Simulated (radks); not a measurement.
# Sr⁴⁺ in [Ar] 3d10 4s2 4p4: an all-electron calculation

The task here is to estimate one member of a computed series from the others.

The numbers are computed with radks (a radial shooting solver on a logarithmic mesh, Libxc functionals) version 1 (Dirac Kohn-Sham, LDA (Slater exchange, Perdew-Wang correlation), spin-unpolarised, spherical densities, point nucleus; open shells fill j = l - 1/2 first), except any that are marked as measured or tabulated.

### Starting point

| Item | Value |
| --- | --- |
| element | strontium (Z = 38) |
| charge | +4 |
| electrons | 34 |
| configuration | [Ar] 3d10 4s2 4p4 |

The first run:

Input:

```text
Z 38
configuration [Ar] 3d10 4s2 4p4
relativity Dirac
functional lda,pw
spin unpolarised
j_filling energy
nucleus point
c 137.035999084
```

Command:

```sh
python run_ks.py task.json out
```

This one command runs every case of the session in turn.

One of the session's tables, all rows but one given; the rest of the session is left out.

It belongs to the step «Shells». Sizes of the orbitals, from the radial functions (bohr):

```
level      <r>  outermost maximum (interpolated)  90 % within  nodes
1s1/2  0.03921                            0.0256       0.0702      0
2s1/2   0.1724                             0.145        0.267      1
2p1/2   0.1476                             0.114        0.241      0
2p3/2   0.1517                             0.117        0.247      0
3s1/2   0.4925                             0.436        0.731      2
3p1/2        ?                                 ?            ?      ?
3p3/2   0.5019                             0.434        0.763      1
3d3/2   0.4947                             0.374        0.802      0
3d5/2   0.4983                             0.376        0.808      0
4s1/2    1.297                              1.16         1.88      3
4p1/2    1.425                              1.26         2.09      2
4p3/2    1.450                              1.28         2.13      2
```

**Question.** Estimate the row for 3p1/2.

**Answer.** <r>: 0.4914; outermost maximum (interpolated): 0.425; 90 % within: 0.747; nodes: 1. In the column «<r>» it lies between 2s1/2 (0.1724) and 3s1/2 (0.4925).

To keep in mind: Spin polarisation and multiplet splitting are left out.
